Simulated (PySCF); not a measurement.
# Br4Dy ([DyBr4]-): the cost of one run

Computed with PySCF 2.14.0 and routines of our own; the level stands in each step. Atoms count from 0.

## 1. The system as given

5 atoms, charge -1, states of the metal's open shell are computed; geometry from: model geometry, bond lengths from ionic radii.

## 2. Ligand-field states: state-averaged CASSCF

Job settings and geometry (Å):

```
{"job": {"kind": "lf", "basis": {"metal": "x2c-TZVPall", "ligand": "x2c-SVPall"}, "nevpt": false, "roots": {"6": 21, "4": 128, "2": 130}}, "charge": -1, "metal": "Dy", "open_shell": "f9"}
Dy     0.000000     0.000000     0.000000
Br     1.531133     1.531133     1.531133
Br    -1.531133    -1.531133     1.531133
Br    -1.531133     1.531133    -1.531133
Br     1.531133    -1.531133    -1.531133
```

With the program's defaults for keys left out, this is: state-averaged CASSCF of the metal f shell, state-interaction spin-orbit coupling.

Command:

```console
$ OMP_NUM_THREADS=1 python lf_run.py task.json out
```

One launch serves the whole session: the jobs run in the order shown.

**Question.** How long does this first job take on 1 thread of Arm Neoverse N1, shared host, and how much memory does it need?

About 2.5 min, with a peak of 0.78 GiB.
